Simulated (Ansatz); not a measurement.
# CH4OSn: small, medium and large basis sets

Aim: see how fast density functionals converge with the basis set for CH4OSn.

The runs use Ansatz 0.2.0, Gaussian basis; one geometry, several basis sets.

The runs, in order: PBE0-D4/def2-SVP; ωB97M-V/def2-SVP; PBE0-D4/def2-QZVPP; ωB97M-V/def2-QZVPP; the functionals' def2-TZVPP values are taken from earlier runs.

### 1 Structure used throughout

The geometry comes from an earlier relaxation with PBE0-D4/def2-TZVP; it is a stationary point, not always the lowest conformer. Sn takes the def2 core potential; no spin-orbit term is included.

SMILES `O=[CH][SnH3]`, 7 atoms, charge 0, spin multiplicity 1.

Atoms are counted from 1 here; the program's logs count them from 0.

Bond lengths: O1–C2 1.197 Å, C2–Sn3 2.211 Å, C2–H4 1.117 Å, Sn3–H5 1.708 Å, Sn3–H6 1.701 Å, Sn3–H7 1.708 Å. Angles: O1–C2–Sn3 122.2°, O1–C2–H4 119.9°, Sn3–C2–H4 118.0°, C2–Sn3–H5 109.0°, C2–Sn3–H6 108.3°, C2–Sn3–H7 109.0°, H5–Sn3–H6 110.9°, H5–Sn3–H7 108.7°, H6–Sn3–H7 110.9°.

Geometry (Å):

```
O    -0.8364   -1.6581    1.2094
C    -0.3868   -1.2703    0.1702
Sn    0.2687    0.8208   -0.1210
H    -0.2883   -1.9746   -0.6905
H    -0.6254    1.5116   -1.4020
H     0.0053    1.6702    1.3294
H     1.9242    0.8324   -0.5413
```

### 2 PBE0-D4 in def2-SVP

File in.yaml:

```yaml
crystal:
  periodic: [false, false, false]
  atoms:
    - {symbol: O, position_ang: [-0.836422, -1.658074, 1.209409]}
    - {symbol: C, position_ang: [-0.386781, -1.270270, 0.170218]}
    - {symbol: Sn, position_ang: [0.268689, 0.820801, -0.120968]}
    - {symbol: H, position_ang: [-0.288301, -1.974627, -0.690494]}
    - {symbol: H, position_ang: [-0.625395, 1.511556, -1.402049]}
    - {symbol: H, position_ang: [0.005313, 1.670223, 1.329371]}
    - {symbol: H, position_ang: [1.924199, 0.832392, -0.541287]}
basis:
  gaussian: {orbitals: def2-SVP}
hamiltonian: {xc: pbe0, dispersion: d4}
output: {orbitals: {seedname: orbitals}}
```

Launch:

```sh
> ansatz run in.yaml --threads 2 --pin off --events-out ev --progress --plain --max-ram 4352MiB
```

After this run come: ωB97M-V in def2-SVP; PBE0-D4 in def2-QZVPP; ωB97M-V in def2-QZVPP.

Q: Predict the results of all the runs planned. Wanted: PBE0-D4: double and triple zeta above quadruple; ωB97M-V: double and triple zeta above quadruple.

**Answer**, as computed:

```
                                       quantity          value
PBE0-D4: double and triple zeta above quadruple  4.16, 0.23 eV
ωB97M-V: double and triple zeta above quadruple  4.33, 0.22 eV
```

What this shows: PBE0-D4 gains 3.94 eV from double to triple zeta, then 0.23 eV more. Total energies overstate the basis error of differences, where much of it tends to cancel.
